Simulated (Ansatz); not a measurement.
Geometry optimisation, DFT r2SCAN, scalar-relativistic, plane waves, PAW in Ansatz.

The input (input.yaml):

```yaml
crystal:
  lattice:
    - [-4.1773, -4.1773, 0.0]
    - [4.1773, -4.1773, 0.0]
    - [0.0, 0.0, 5.331]
  atoms:
    - { symbol: Si, position: [0.5, 0.5, 0.0] }
    - { symbol: Si, position: [0.0, 0.5, 0.25] }
    - { symbol: O, position: [0.0, 0.19385, 0.25] }
    - { symbol: F, position: [1.19385, 0.5, 0.0], spin: 1.0 }
    - { symbol: O, position: [0.0, 0.80615, 0.25] }
    - { symbol: Si, position: [0.5, 0.5, 0.5] }
    - { symbol: Si, position: [0.0, 0.5, 0.75] }
    - { symbol: O, position: [0.19385, 0.5, 0.5] }
    - { symbol: O, position: [0.0, 0.19385, 0.75] }
    - { symbol: O, position: [0.80615, 0.5, 0.5] }
    - { symbol: O, position: [0.0, 0.80615, 0.75] }
    - { symbol: Si, position: [0.0, 0.0, 0.0] }
    - { symbol: Si, position: [0.5, 0.0, 0.25] }
    - { symbol: O, position: [0.69385, 0.0, 0.0] }
    - { symbol: O, position: [0.5, 0.69385, 0.25] }
    - { symbol: O, position: [0.30615, 0.0, 0.0] }
    - { symbol: O, position: [0.5, 0.30615, 0.25] }
    - { symbol: Si, position: [0.0, 0.0, 0.5] }
    - { symbol: Si, position: [0.5, 0.0, 0.75] }
    - { symbol: O, position: [0.69385, 0.0, 0.5] }
    - { symbol: O, position: [0.5, 0.69385, 0.75] }
    - { symbol: O, position: [0.30615, 0.0, 0.5] }
    - { symbol: O, position: [0.5, 0.30615, 0.75] }
magnetization:
  spin_polarized: true
basis:
  ecutwfc: 500.0
kpoints:
  mp_grid: { grid: [2, 2, 3] }
hamiltonian:
  xc: r2scan
  pseudopotentials: { kind: paw, azcp: { folder: soft_1 } }
scf:
  occupations: { method: fermi_dirac, width: 0.02 }
  lower_state_search: "off"
relax:
  f_tol: 0.03
  max_steps: 60
  adjacent_minimum: "off"
```

Launched with:

```bash
$ ansatz run input.yaml --threads 4 --pin off --max-ram 10240MiB --backend cpu --events-out ev --progress --plain --runs-dir out
```

**Question.** Where does it end, and by what steps?

**Answer.** The forces met the threshold. Limits of this set-up: coarse k mesh, a small cell, in which the defect meets its images, a typed lattice constant that wasn't relaxed here. After 7 steps the energy has fallen by 2.131 eV; F4 moved furthest, 0.31 Å.

```json
{"step": "0", "energy less start (eV)": "0.0000", "largest force component (eV/Å)": "3.740", "accepted": "yes"}
{"step": "1", "energy less start (eV)": "-1.3555", "largest force component (eV/Å)": "2.500", "accepted": "yes"}
{"step": "2", "energy less start (eV)": "-2.0176", "largest force component (eV/Å)": "0.776", "accepted": "yes"}
{"step": "3", "energy less start (eV)": "-2.0874", "largest force component (eV/Å)": "0.400", "accepted": "yes"}
{"step": "4", "energy less start (eV)": "-2.1244", "largest force component (eV/Å)": "0.223", "accepted": "yes"}
{"step": "5", "energy less start (eV)": "-2.1309", "largest force component (eV/Å)": "0.048", "accepted": "yes"}
{"step": "6", "energy less start (eV)": "-2.1314", "largest force component (eV/Å)": "0.034", "accepted": "yes"}
{"step": "7", "energy less start (eV)": "-2.1315", "largest force component (eV/Å)": "0.007", "accepted": "yes"}
```

```xyz
23
Lattice="-4.1773 -4.1773 0.0000 4.1773 -4.1773 0.0000 0.0000 0.0000 5.3310" Properties=species:S:1:pos:R:3
Si -0.176 -4.353 0.000
Si 2.173 -2.004 1.293
O 0.832 -0.803 1.312
F -3.120 -7.298 0.000
O 3.375 -3.346 1.312
Si 0.057 -4.120 2.666
Si 2.173 -2.004 4.038
O 1.320 -2.857 2.666
O 0.832 -0.803 4.019
O -1.240 -5.417 2.666
O 3.375 -3.346 4.019
Si 0.009 0.009 0.000
Si -2.083 -2.083 1.336
O -2.891 -2.891 0.000
O 0.815 -5.010 1.357
O -1.267 -1.267 0.000
O -0.833 -3.363 1.357
Si 0.014 0.014 2.666
Si -2.083 -2.083 3.995
O -2.905 -2.905 2.666
O 0.815 -5.010 3.974
O -1.258 -1.258 2.666
O -0.833 -3.363 3.974
```

Whether the end is a true minimum wasn't checked by a vibrational analysis.

Run time: 2.3 min on 4 threads of Arm Neoverse V1, on a shared host, peak memory 1 GiB.
